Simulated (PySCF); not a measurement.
# Br3Cu (CuBr3): the cost of one run

Programs: PySCF 2.14.0, with routines of our own; each step states its level. All values are computed. Atoms count from 0.

### Step 1. The system as given

4 atoms, charge 0, states of the metal's open shell are computed; geometry from: model geometry, bond lengths from ionic radii.

### Step 2. Ligand-field states: state-averaged CASSCF

The job: settings as JSON, then the geometry in Å.

```
{"job": {"kind": "lf", "basis": {"metal": "x2c-TZVPall", "ligand": "x2c-SVPall"}, "nevpt": true}, "charge": 0, "metal": "Cu", "open_shell": "d8"}
Cu     0.000000     0.000000     0.000000
Br     2.220000     0.000000     0.000000
Br    -1.110000     1.922576     0.000000
Br    -1.110000    -1.922576     0.000000
```

Level: state-averaged CASSCF of the metal d shell, SC-NEVPT2 on the averaged canonical orbitals, state-interaction spin-orbit coupling.

Run with:

```console
> OMP_NUM_THREADS=1 python lf_run.py task.json out
```

One launch serves the whole session: the jobs run in the order shown.

**Question.** How long does this first job take on 1 thread of Arm Neoverse V1, shared host, and how much memory does it need?

About 17 s, with a peak of 0.35 GiB.
